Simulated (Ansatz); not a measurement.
# GeAsH5 + NH3: a complex and its separated parts, part 2 of 2

Ansatz 0.2.0, Gaussian basis. The steps go on from the part before.

## (13) CAM-B3LYP-D4/def2-TZVPP

The inputs:

parta/in.yaml

```yaml
crystal:
  periodic: [false, false, false]
  atoms:
    - {symbol: Ge, position_ang: [-1.562617, -0.045184, 0.034684]}
    - {symbol: H, position_ang: [-1.574480, 1.222881, 0.902864]}
    - {symbol: H, position_ang: [-0.932858, -1.198679, 0.832293]}
    - {symbol: H, position_ang: [-3.007811, -0.422661, -0.328873]}
    - {symbol: As, position_ang: [-0.308962, 0.228766, -2.023701]}
    - {symbol: H, position_ang: [-0.960768, 1.574129, -2.313467]}
    - {symbol: H, position_ang: [0.855684, 0.889861, -1.298805]}
basis:
  gaussian: {orbitals: def2-TZVPP}
hamiltonian: {xc: {name: CAM-B3LYP}, dispersion: d4}
```

partb/in.yaml

```yaml
crystal:
  periodic: [false, false, false]
  atoms:
    - {symbol: N, position_ang: [1.650740, -0.475255, 0.899406]}
    - {symbol: H, position_ang: [2.511388, -0.054292, 0.571827]}
    - {symbol: H, position_ang: [1.559152, -0.240529, 1.880105]}
    - {symbol: H, position_ang: [1.770533, -1.479138, 0.843668]}
basis:
  gaussian: {orbitals: def2-TZVPP}
hamiltonian: {xc: {name: CAM-B3LYP}, dispersion: d4}
```

Each run has its own folder and the same command.

Launch:

```console
$ ansatz run in.yaml --threads 8 --pin off --events-out ev --progress --plain --max-ram 19148MiB
```

Output in parta (excerpt; [...] marks lines left out):

```text
Functional definition: CAM-B3LYP
  name "CAM-B3LYP"
  cite "Yanai, Tew & Handy, Chem. Phys. Lett. 393, 51 (2004) doi:10.1016/j.cplett.2004.06.011"
  cite "Iikura, Tsuneda, Yanai & Hirao, J. Chem. Phys. 115, 3540 (2001) doi:10.1063/1.1383587"
  cite "Becke, Phys. Rev. A 38, 3098 (1988) doi:10.1103/PhysRevA.38.3098"
  cite "Lee, Yang & Parr, Phys. Rev. B 37, 785 (1988) doi:10.1103/PhysRevB.37.785"
[...]
1093 factors; their error is unknown
255 factors; integrals over basis functions are off by at most 8.5e-6 eV
[...]
mean field -117447.60069488 eV, -4316.1197166939 hartree, gradient 3.2e-5 eV, S^2 0.000000; 0 other end points of the search recorded, 0 dependent functions left out
reference -117447.60082058 eV, -4316.1197213133 hartree; 35, 35 occupied and 131, 131 virtual orbitals, 1093 factors
Total energy: -117447.70836947 eV, -4316.1236736622 hartree
```

partb printed (excerpt; [...] marks lines left out):

```text
[... 6 set-up lines as earlier in the session ...]
[...]
  # Exact exchange under (alpha + beta erf(omega r))/r, Becke's under what is left of 1/r.
[...]
332 factors; their error is unknown
102 factors; integrals over basis functions are off by at most 1.4e-5 eV
[...]
mean field -1539.00935451 eV, -56.5575506002 hartree, gradient 6.3e-5 eV, S^2 0.000000; 0 other end points of the search recorded, 0 dependent functions left out
reference -1539.00942261 eV, -56.5575531028 hartree; 5, 5 occupied and 68, 68 virtual orbitals, 332 factors
Total energy: -1539.01814694 eV, -56.5578737160 hartree
```

Times: 1.1 s (parta), 0.2 s (partb) on 8 threads of Arm Neoverse V1, shared host.

## (14) wB97X-V/def2-TZVPP

The same edit goes into each in.yaml of step 13 (parta, partb):

```diff
-hamiltonian: {xc: {name: CAM-B3LYP}, dispersion: d4}
+hamiltonian: {xc: {name: wB97X-V}}
```

Each run has its own folder and the same command.

Launch:

```console
$ ansatz run in.yaml --threads 8 --pin off --events-out ev --progress --plain --max-ram 19148MiB
```

Log of parta (excerpt; [...] marks lines left out):

```text
Functional definition: wB97X-V
  name "wB97X-V"
  cite "Mardirossian & Head-Gordon, Phys. Chem. Chem. Phys. 16, 9904 (2014) doi:10.1039/C3CP54374A"
[... 2 set-up lines as earlier in the session ...]
[...]
      + integral(e_c_pw_opposite_spin*poly(b97_u_opposite, cos0, cos1)) + vv10(b, c)
1093 factors; their error is unknown
226 factors; integrals over basis functions are off by at most 5.9e-6 eV
[...]
mean field -117430.29079070 eV, -4315.4835894481 hartree, gradient 2.3e-5 eV, S^2 0.000000; 0 other end points of the search recorded, 0 dependent functions left out
reference -117430.29078890 eV, -4315.4835893823 hartree; 35, 35 occupied and 131, 131 virtual orbitals, 1093 factors
Total energy: -117430.29078890 eV, -4315.4835893823 hartree
```

partb printed (excerpt; [...] marks lines left out):

```text
[... 5 set-up lines as earlier in the session ...]
[...]
      + integral(e_c_pw_opposite_spin*poly(b97_u_opposite, cos0, cos1)) + vv10(b, c)
332 factors; their error is unknown
93 factors; integrals over basis functions are off by at most 8.0e-6 eV
[...]
mean field -1539.14323470 eV, -56.5624706064 hartree, gradient 1.3e-5 eV, S^2 0.000000; 0 other end points of the search recorded, 0 dependent functions left out
reference -1539.14323360 eV, -56.5624705660 hartree; 5, 5 occupied and 68, 68 virtual orbitals, 332 factors
Total energy: -1539.14323360 eV, -56.5624705660 hartree
```

Times: 2.6 s (parta), 0.35 s (partb) on 8 threads of Arm Neoverse V1, shared host.

## (15) wB97M-V/def2-TZVPP

The same edit goes into each in.yaml of step 14 (parta, partb):

```diff
-hamiltonian: {xc: {name: wB97X-V}}
+hamiltonian: {xc: {name: wB97M-V}}
```

The same command starts each run, in its folder.

Launch:

```console
$ ansatz run in.yaml --threads 8 --pin off --events-out ev --progress --plain --max-ram 19148MiB
```

Output in parta (excerpt; [...] marks lines left out):

```text
Functional definition: wB97M-V
  name "wB97M-V"
  cite "Mardirossian & Head-Gordon, J. Chem. Phys. 144, 214110 (2016) doi:10.1063/1.4952647"
[... 2 set-up lines as earlier in the session ...]
  # Of w^i u^j: cxij and so on, Table III.
[...]
  gx(w, u) = 1 - cx + cx01*u + cx10*w
[...]
1085 factors; their error is unknown
226 factors; integrals over basis functions are off by at most 5.9e-6 eV
[...]
mean field -117433.92460741 eV, -4315.6171297493 hartree, gradient 2.2e-5 eV, S^2 0.000000; 0 other end points of the search recorded, 0 dependent functions left out
reference -117433.92465073 eV, -4315.6171313414 hartree; 35, 35 occupied and 131, 131 virtual orbitals, 1085 factors
Total energy: -117433.92465073 eV, -4315.6171313414 hartree
```

partb printed (excerpt; [...] marks lines left out):

```text
[... 5 set-up lines as earlier in the session ...]
  # Of w^i u^j: cxij and so on, Table III.
[...]
  gx(w, u) = 1 - cx + cx01*u + cx10*w
[...]
      + integral(e_c_pw_mod_opposite_spin*gos(b97_w_opposite, b97_u_opposite)) + vv10(b, c)
332 factors; their error is unknown
93 factors; integrals over basis functions are off by at most 8.0e-6 eV
[...]
mean field -1538.84209878 eV, -56.5514040655 hartree, gradient 5.5e-5 eV, S^2 0.000000; 0 other end points of the search recorded, 0 dependent functions left out
reference -1538.84212565 eV, -56.5514050530 hartree; 5, 5 occupied and 68, 68 virtual orbitals, 332 factors
Total energy: -1538.84212565 eV, -56.5514050530 hartree
```

Times: 3.1 s (parta), 0.4 s (partb) on 8 threads of Arm Neoverse V1, shared host.

## (16) B2PLYP/def2-TZVPP

Each input of step 15 (parta, partb) changes in the same lines:

```diff
-hamiltonian: {xc: {name: wB97M-V}}
+hamiltonian: {xc: {name: B2PLYP}}
```

The same command starts each run, in its folder.

Launch:

```console
$ ansatz run in.yaml --threads 8 --pin off --events-out ev --progress --plain --max-ram 19148MiB
```

Log of parta (excerpt; [...] marks lines left out):

```text
Functional definition: B2PLYP
  name "B2PLYP"
  cite "Grimme, J. Chem. Phys. 124, 034108 (2006) doi:10.1063/1.2148954"
[... 2 set-up lines as earlier in the session ...]
[...]
1010 factors; integrals over basis functions are off by at most 8.3e-4 eV
[...]
mean field -117415.83896353 eV, -4314.9524945954 hartree, gradient 1.9e-6 eV, S^2 0.000000; 0 other end points of the search recorded, 0 dependent functions left out
18 core orbitals not correlated: weight in the atoms' cores, before any rotation towards them, 1.000 or more for the frozen orbitals, at most 0.000 for the correlated occupied ones
reference -117415.83912745 eV, -4314.9525006195 hartree; 17, 17 occupied and 131, 131 virtual orbitals, 1010 factors
second order -18.01854184 eV of doubles, -0.00000000 eV of singles
Total energy: -117420.70413375 eV, -4315.1312863033 hartree
```

Log of partb (excerpt; [...] marks lines left out):

```text
[... 5 set-up lines as earlier in the session ...]
[...]
416 factors; integrals over basis functions are off by at most 1.2e-3 eV
[...]
mean field -1536.38016072 eV, -56.4609295106 hartree, gradient 8.3e-6 eV, S^2 0.000000; 0 other end points of the search recorded, 0 dependent functions left out
1 core orbitals not correlated: weight in the atoms' cores, before any rotation towards them, 1.000 or more for the frozen orbitals, at most 0.000 for the correlated occupied ones
reference -1536.38025096 eV, -56.4609328270 hartree; 4, 4 occupied and 68, 68 virtual orbitals, 416 factors
second order -7.62084584 eV of doubles, -0.00000000 eV of singles
Total energy: -1538.43787934 eV, -56.5365492751 hartree
```

They took 1.6 s (parta), 0.25 s (partb) on 8 threads of Arm Neoverse V1, shared host.

## (17) PBE-QIDH/def2-TZVPP

The same edit goes into each in.yaml of step 16 (parta, partb):

```diff
-hamiltonian: {xc: {name: B2PLYP}}
+hamiltonian: {xc: {name: PBE-QIDH}}
```

Each run has its own folder and the same command.

Launch:

```console
$ ansatz run in.yaml --threads 8 --pin off --events-out ev --progress --plain --max-ram 19148MiB
```

Output in parta (excerpt; [...] marks lines left out):

```text
Functional definition: PBE-QIDH
  name "PBE-QIDH"
  cite "Brémond, Sancho-García, Pérez-Jiménez & Adamo, J. Chem. Phys. 141, 031101 (2014) doi:10.1063/1.4890314"
[... 1 set-up line as earlier in the session ...]
[...]
1010 factors; integrals over basis functions are off by at most 8.3e-4 eV
[...]
mean field -117403.19302902 eV, -4314.4877650739 hartree, gradient 3.7e-6 eV, S^2 0.000000; 0 other end points of the search recorded, 0 dependent functions left out
18 core orbitals not correlated: weight in the atoms' cores, before any rotation towards them, 1.000 or more for the frozen orbitals, at most 0.000 for the correlated occupied ones
reference -117403.19304106 eV, -4314.4877655167 hartree; 17, 17 occupied and 131, 131 virtual orbitals, 1010 factors
second order -16.73761678 eV of doubles, -0.00000000 eV of singles
Total energy: -117408.77224666 eV, -4314.6927975405 hartree
```

Output in partb (excerpt; [...] marks lines left out):

```text
[... 4 set-up lines as earlier in the session ...]
[...]
416 factors; integrals over basis functions are off by at most 1.2e-3 eV
[...]
mean field -1535.33275885 eV, -56.4224382018 hartree, gradient 2.1e-6 eV, S^2 0.000000; 0 other end points of the search recorded, 0 dependent functions left out
1 core orbitals not correlated: weight in the atoms' cores, before any rotation towards them, 1.000 or more for the frozen orbitals, at most 0.000 for the correlated occupied ones
reference -1535.33276562 eV, -56.4224384505 hartree; 4, 4 occupied and 68, 68 virtual orbitals, 416 factors
second order -7.10214396 eV of doubles, -0.00000000 eV of singles
Total energy: -1537.70014694 eV, -56.5094381093 hartree
```

Times: 1.6 s (parta), 0.25 s (partb) on 8 threads of Arm Neoverse V1, shared host.

## (18) RPA on PBE/def2-TZVPP

The same edit goes into each in.yaml of step 17 (parta, partb):

```diff
-hamiltonian: {xc: {name: PBE-QIDH}}
+hamiltonian: {xc: pbe}
+correlation: {method: rpa}
```

Each run has its own folder and the same command.

Launch:

```console
$ ansatz run in.yaml --threads 8 --pin off --events-out ev --progress --plain --max-ram 19148MiB
```

Output in parta (excerpt; [...] marks lines left out):

```text
[... 4 set-up lines as earlier in the session ...]
[...]
1010 factors; integrals over basis functions are off by at most 8.3e-4 eV
[...]
mean field -117423.02813793 eV, -4315.2166918817 hartree, gradient 2.0e-6 eV, S^2 0.000000; 0 other end points of the search recorded, 0 dependent functions left out
18 core orbitals not correlated: weight in the atoms' cores, before any rotation towards them, 1.000 or more for the frozen orbitals, at most 0.000 for the correlated occupied ones
reference -117347.02237664 eV, -4312.4235316728 hartree; 17, 17 occupied and 131, 131 virtual orbitals, 1010 factors
Total energy: -117371.27007817 eV, -4313.3146182687 hartree
```

Log of partb (excerpt; [...] marks lines left out):

```text
[... 4 set-up lines as earlier in the session ...]
[...]
416 factors; integrals over basis functions are off by at most 1.2e-3 eV
[...]
mean field -1537.73145208 eV, -56.5105885520 hartree, gradient 7.1e-6 eV, S^2 0.000000; 0 other end points of the search recorded, 0 dependent functions left out
1 core orbitals not correlated: weight in the atoms' cores, before any rotation towards them, 1.000 or more for the frozen orbitals, at most 0.000 for the correlated occupied ones
reference -1529.64077580 eV, -56.2132616828 hartree; 4, 4 occupied and 68, 68 virtual orbitals, 416 factors
Total energy: -1540.11742567 eV, -56.5982714642 hartree
```

They took 1.3 s (parta), 0.25 s (partb) on 8 threads of Arm Neoverse V1, shared host.

## (19) CCSD(T)/def2-TZVPP

The same edit goes into each in.yaml of step 18 (parta, partb):

```diff
-hamiltonian: {xc: pbe}
-correlation: {method: rpa}
+correlation: {method: ccsd_t}
```

One command serves all of them, each in its own folder.

Launch:

```console
$ ansatz run in.yaml --threads 8 --pin off --events-out ev --progress --plain --max-ram 19148MiB
```

parta printed (excerpt; [...] marks lines left out):

```text
Functional definition: HF
  name "HF"
  cite "Fock, Z. Phys. 61, 126 (1930) doi:10.1007/BF01340294"
[... 1 set-up line as earlier in the session ...]
[...]
1010 factors; integrals over basis functions are off by at most 8.3e-4 eV
[...]
mean field -117348.43359678 eV, -4312.4753930566 hartree, gradient 1.8e-6 eV, S^2 0.000000; 0 other end points of the search recorded, 0 dependent functions left out
18 core orbitals not correlated: weight in the atoms' cores, before any rotation towards them, 1.000 or more for the frozen orbitals, at most 0.000 for the correlated occupied ones
reference -117348.43359678 eV, -4312.4753930566 hartree; 17, 17 occupied and 131, 131 virtual orbitals, 1010 factors
second order -14.82875728 eV of doubles, -0.00000000 eV of singles
cycle   1  -14.92580412 eV  change   -9.7e-2 eV  update   9.5e-2
[...]
cycle   9  -15.51789495 eV  change    1.2e-6 eV  update   9.7e-6
perturbative correction -0.53993442 eV, -0.0198422238 hartree
Total energy: -117364.49142614 eV, -4313.0655074013 hartree
```

Output in partb (excerpt; [...] marks lines left out):

```text
[... 4 set-up lines as earlier in the session ...]
[...]
416 factors; integrals over basis functions are off by at most 1.2e-3 eV
[...]
mean field -1529.85258351 eV, -56.2210454725 hartree, gradient 4.0e-6 eV, S^2 0.000000; 0 other end points of the search recorded, 0 dependent functions left out
1 core orbitals not correlated: weight in the atoms' cores, before any rotation towards them, 1.000 or more for the frozen orbitals, at most 0.000 for the correlated occupied ones
reference -1529.85258351 eV, -56.2210454725 hartree; 4, 4 occupied and 68, 68 virtual orbitals, 416 factors
second order -6.38817022 eV of doubles, -0.00000000 eV of singles
cycle   1  -6.57723960 eV  change   -1.9e-1 eV  update   3.9e-2
[...]
cycle   9  -6.72911213 eV  change    3.2e-6 eV  update   2.3e-6
perturbative correction -0.20700068 eV, -0.0076071346 hartree
Total energy: -1536.78869632 eV, -56.4759429168 hartree
```

They took 17 s (parta), 0.25 s (partb) on 8 threads of Arm Neoverse V1, shared host; peak memory 1.3 GiB.

## (20) Vibrations of GeAsH5

vib-parta/in.yaml

```yaml
crystal:
  periodic: [false, false, false]
  atoms:
    - {symbol: Ge, position_ang: [-1.562617, -0.045184, 0.034684]}
    - {symbol: H, position_ang: [-1.574480, 1.222881, 0.902864]}
    - {symbol: H, position_ang: [-0.932858, -1.198679, 0.832293]}
    - {symbol: H, position_ang: [-3.007811, -0.422661, -0.328873]}
    - {symbol: As, position_ang: [-0.308962, 0.228766, -2.023701]}
    - {symbol: H, position_ang: [-0.960768, 1.574129, -2.313467]}
    - {symbol: H, position_ang: [0.855684, 0.889861, -1.298805]}
basis:
  gaussian: {orbitals: def2-TZVP}
hamiltonian: {xc: pbe0, dispersion: d4}
phonons: {temperatures: {t_min: 298.15, t_max: 900, t_step: 200}}
```

Launch:

```console
$ ansatz run in.yaml --threads 8 --pin off --events-out ev --progress --plain --max-ram 19148MiB
```

The program printed (excerpt; [...] marks lines left out):

```text
[... 5 set-up lines as earlier in the session ...]
[...]
1044 factors; their error is unknown
[...]
mean field -117426.41636485 eV, -4315.3412069244 hartree, gradient 1.2e-5 eV, S^2 0.000000; 0 other end points of the search recorded, 0 dependent functions left out
[...]
Atom 4 at    -0.308962     0.228766    -2.023701 Å, force    -0.000546    -0.000191     0.001990 eV/Å
Atom 5 at    -0.960768     1.574129    -2.313467 Å, force     0.000353     0.000195    -0.000249 eV/Å
Atom 6 at     0.855684     0.889861    -1.298805 Å, force    -0.000751     0.000229    -0.000036 eV/Å
Dipole moment:    -0.008104     0.062478     0.056729 e Å
Vibrations: 134.24 268.85 422.81 439.66 650.62 694.25 804.78 880.37 883.89 985.55 2146.38 2156.06 2157.62 2208.33 2219.87 cm⁻¹, zero-point energy 1.057168 eV
```

It took 30 s on 8 threads of Arm Neoverse V1, shared host.

The modes, with what each moves most:

```csv
mode,wavenumber (cm⁻¹),character
1,134,torsion
2,269,Ge–As stretch
3,423,bend
4,440,bend
5,651,bend
6,694,bend
7,805,bend
8,880,bend with wag or twist
9,884,bend with wag or twist
10,986,wag or twist with bend
11,2146,Ge–H stretch
12,2156,Ge–H stretch
13,2158,Ge–H stretch
14,2208,As–H stretch
15,2220,As–H stretch
```

Vibrational sums (real modes only):

| T (K) | entropy (J/mol/K) | heat capacity (J/mol/K) |
| --- | --- | --- |
| 298 | 31.3 | 43.3 |
| 498 | 59.3 | 65.8 |
| 698 | 84.1 | 81.1 |
| 898 | 105.9 | 92.2 |

## (21) Vibrations of NH3

vib-partb/in.yaml

```yaml
crystal:
  periodic: [false, false, false]
  atoms:
    - {symbol: N, position_ang: [1.650740, -0.475255, 0.899406]}
    - {symbol: H, position_ang: [2.511388, -0.054292, 0.571827]}
    - {symbol: H, position_ang: [1.559152, -0.240529, 1.880105]}
    - {symbol: H, position_ang: [1.770533, -1.479138, 0.843668]}
basis:
  gaussian: {orbitals: def2-TZVP}
hamiltonian: {xc: pbe0, dispersion: d4}
phonons: {temperatures: {t_min: 298.15, t_max: 900, t_step: 200}}
```

Launch:

```console
$ ansatz run in.yaml --threads 8 --pin off --events-out ev --progress --plain --max-ram 19148MiB
```

The program printed (excerpt; [...] marks lines left out):

```text
[... 5 set-up lines as earlier in the session ...]
[...]
287 factors; their error is unknown
[...]
mean field -1537.79931127 eV, -56.5130823312 hartree, gradient 1.4e-5 eV, S^2 0.000000; 0 other end points of the search recorded, 0 dependent functions left out
[...]
Atom 1 at     2.511388    -0.054292     0.571827 Å, force     0.000687    -0.000550     0.000973 eV/Å
Atom 2 at     1.559152    -0.240529     1.880105 Å, force     0.001261    -0.000687    -0.000166 eV/Å
Atom 3 at     1.770533    -1.479138     0.843668 Å, force     0.000988     0.000030     0.000863 eV/Å
Dipole moment:     0.278110    -0.108944     0.186913 e Å
Vibrations: 1029.78 1669.45 1669.46 3502.50 3631.75 3631.82 cm⁻¹, zero-point energy 0.938236 eV
```

It took 1.1 s on 8 threads of Arm Neoverse V1, shared host.

Wavenumbers and character of the modes:

| mode | wavenumber (cm⁻¹) | character |
| --- | --- | --- |
| 1 | 1030 | bend |
| 2 | 1669 | bend |
| 3 | 1669 | bend |
| 4 | 3502 | N–H stretch |
| 5 | 3632 | N–H stretch |
| 6 | 3632 | N–H stretch |

Vibrational sums (real modes only):

| T (K) | entropy (J/mol/K) | heat capacity (J/mol/K) |
| --- | --- | --- |
| 298 | 0.4 | 1.8 |
| 498 | 2.6 | 7.4 |
| 698 | 6.0 | 13.4 |
| 898 | 10.1 | 18.8 |

## (22) Complex less separated parts

The complex's own energies come from single points at the same levels.

Rows are in def2-TZVPP; times add the 3 runs of a level on a shared host, so small differences are noise.

Differences are taken before rounding.

```
      method                    rung  complex less parts (kJ/mol)  from CCSD(T) (kJ/mol)     time
       SPW92                     LDA                        -22.2                   -9.1    1.4 s
      PBE-D4                     GGA                        -15.5                   -2.4    2.1 s
     BLYP-D4                     GGA                        -14.9                   -1.8    2.1 s
   r2SCAN-D4                meta-GGA                        -13.6                   -0.5    4.7 s
      B97M-V                meta-GGA                        -15.8                   -2.8    8.8 s
     PBE0-D4                  hybrid                        -14.8                   -1.8    3.3 s
    B3LYP-D4                  hybrid                        -14.8                   -1.7      3 s
  r2SCAN0-D4                  hybrid                        -13.9                   -0.8    5.4 s
    BHLYP-D4                  hybrid                        -15.7                   -2.6    2.9 s
CAM-B3LYP-D4  range-separated hybrid                        -14.3                   -1.2    3.4 s
     wB97X-V  range-separated hybrid                        -14.5                   -1.4    7.5 s
     wB97M-V  range-separated hybrid                        -15.8                   -2.8    9.5 s
      B2PLYP           double hybrid                         -8.0                   +5.1    5.4 s
    PBE-QIDH           double hybrid                        -11.6                   +1.5    5.5 s
  RPA on PBE                     RPA                        -11.0                   +2.0    4.9 s
Hartree-Fock            wavefunction                         -1.6                  +11.5         
         MP2            wavefunction                        -13.9                   -0.8         
        CCSD            wavefunction                        -11.4                   +1.7         
     CCSD(T)            wavefunction                        -13.1                      0  2.5 min
```

Among the levels timed on like hardware and quicker than the yardstick, those that no quicker one beats, quickest first: SPW92 (1.4 s, -9.1 kJ/mol); PBE-D4 (2.1 s, -2.4 kJ/mol); BLYP-D4 (2.1 s, -1.8 kJ/mol); B3LYP-D4 (3 s, -1.7 kJ/mol); CAM-B3LYP-D4 (3.4 s, -1.2 kJ/mol); r2SCAN-D4 (4.7 s, -0.5 kJ/mol).

For cost: r2SCAN-D4 gets within 0.5 kJ/mol in 4.7 s, where CCSD(T) took 2.5 min; the quickest level in the cost chart, SPW92, takes 1.4 s and misses by 9.1 kJ/mol.

The complex's zero-point energy, from a separate PBE0-D4 run, is 2.046 eV.

## (23) Summary of results

What follows sums up all 2 parts.

| quantity | value |
| --- | --- |
| complex less parts, CCSD(T)/def2-TZVPP | -13.1 kJ/mol |
| with zero-point energy | -8.2 kJ/mol |
| largest T1 diagnostic | 0.011 |

What this shows: At CCSD(T) the complex lies 13.1 kJ/mol below its parts. The functionals run from r2SCAN-D4, off by -0.5 kJ/mol, to SPW92, off by -9.1 kJ/mol, against CCSD(T). By rung, the mean size of the error is: LDA 9.1, GGA 2.1, meta-GGA 1.6, hybrid 1.7, range-separated hybrid 1.8, double hybrid 3.3 kJ/mol. The double hybrids carry no dispersion term here, unlike the levels marked D4 or V. PBE-D4 gives a relative energy 2.4 kJ/mol too low, inside chemical accuracy (1 kcal/mol, 4.2 kJ/mol). No counterpoise was applied, and triple zeta lacks some correlation, so the CCSD(T) reference has a basis error of its own, and close matches with it are partly luck.
